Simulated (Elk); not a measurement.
# LaAs: a single-point run

The task is a single-point run on LaAs. The structure is shown as the input types it.

Computed with Elk 11.2.3 (patched build) (DFT, LDA (Perdew-Wang), all-electron APW+lo, Dirac cores, scalar-relativistic bands; ground state, unless a step's input says otherwise).

## Step 1: Starting point

It takes space group Fm-3m (No. 225, cubic). Conventional cell: a = 6.151 Å, b = 6.151 Å, c = 6.151 Å, α = 90.00°, β = 90.00°, γ = 90.00°. La (site symmetry m-3m) has 6 As at 3.08 Å as nearest neighbours. Around As (site symmetry m-3m) lie 6 La at 3.08 Å.

As a file:

```xyz
2
Lattice="0.0000 3.0755 3.0755 3.0755 0.0000 3.0755 3.0755 3.0755 0.0000" Properties=species:S:1:pos:R:3 pbc="T T T"
La    3.0755    3.0755    3.0755
As    0.0000    0.0000    0.0000
```

## Step 2: Running it

elk.in reads:

```
tasks
  0

xctype
  77

rgkmax
  7.5

gmaxvr
  14.0

lmaxapw
  9

lmaxo
  7

lmaxi
  2

nrmtscf
  1.5

lradstp
  4

nempty
  5

epspot
  1e-06

epsengy
  0.0001

maxscl
  60

swidth
  0.001

sppath
  './'

avec
  0.00000000000 5.81185269629 5.81185269629
  5.81185269629 0.00000000000 5.81185269629
  5.81185269629 5.81185269629 0.00000000000

atoms
  2
  'La.in'
  1
  0.500000000000 0.500000000000 0.500000000000   0.000 0.000 0.000
  'As.in'
  1
  0.000000000000 0.000000000000 0.000000000000   0.000 0.000 0.000

ngridk
  8 8 8
```

The run is started by

```sh
> OMP_NUM_THREADS=1 elk
```

What happens when this is run?

Nothing was computed: the input was turned down at the start. The line that matters: «Error(getxcdata): xctype not defined : 77  »

The functional or method isn't one that the program knows by that name.

As a rule, use a name that the program defines.
